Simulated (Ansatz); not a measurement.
# CsH: the cost of one run

Computed with Ansatz 0.2.0 (DFT r2SCAN, scalar-relativistic, plane waves, PAW, unless a step's input says otherwise).

## 1. The starting structure

It takes space group Fm-3m (No. 225, cubic). Conventional cell: a = 6.376 Å, b = 6.376 Å, c = 6.376 Å, α = 90.00°, β = 90.00°, γ = 90.00°. Cs (site symmetry m-3m) is surrounded by 6 H at 3.19 Å. H (site symmetry m-3m) is surrounded by 6 Cs at 3.19 Å.

As a file:

```cif
data_structure
_symmetry_space_group_name_H-M 'Fm-3m'
_symmetry_Int_Tables_number 225
_cell_length_a 6.3760
_cell_length_b 6.3760
_cell_length_c 6.3760
_cell_angle_alpha 90.000
_cell_angle_beta 90.000
_cell_angle_gamma 90.000
_cell_volume 259.21
loop_
_atom_site_label
_atom_site_type_symbol
_atom_site_symmetry_multiplicity
_atom_site_Wyckoff_symbol
_atom_site_fract_x
_atom_site_fract_y
_atom_site_fract_z
_atom_site_occupancy
Cs1 Cs 4 a 0.00000 0.00000 0.00000 1
H1 H 4 b 0.50000 0.00000 0.00000 1
```

No relaxation comes first: the listed cell is the starting point.

## 2. Zero of energy

Reference values: F = -5702.3907 eV; pressure 0.01 GPa; largest force 0.000 eV/Å; gap on the mesh 2.68 eV. It was computed beforehand with the settings of the runs below.

## 3. Setting up a tetragonal deformation path

At fixed volume and fractional coordinates, lengths along (0.000, 0.000, 1.000) are scaled against those across it; ρ is that ratio over its starting value.

## 4. Point ρ = 0.707

The input, input.yaml:

```yaml
crystal:
  lattice:
    - [0.0, 3.578589155, 2.5300625326]
    - [3.578589155, 0.0, 2.5300625326]
    - [3.578589155, 3.578589155, 0.0]
  atoms:
    - { symbol: Cs, position: [0.0, 0.0, 0.0] }
    - { symbol: H, position: [0.5, 0.5, 0.5] }
basis:
  ecutwfc: 500
kpoints:
  mp_grid: { grid: [8, 8, 8] }
hamiltonian:
  xc: r2scan
scf:
  occupations: { method: gaussian, width: 0.05 }
output:
  forces: true
  stress: true
  eigenvalues: true
```

Command:

```
> ansatz run input.yaml --threads 1 --pin off --max-ram 2560MiB --backend cpu --events-out ev --progress --plain --runs-dir out
```

What time and memory should one allow on 1 thread of Arm Neoverse V1, shared host?

About 6.8 s, with a peak of 0.51 GiB.
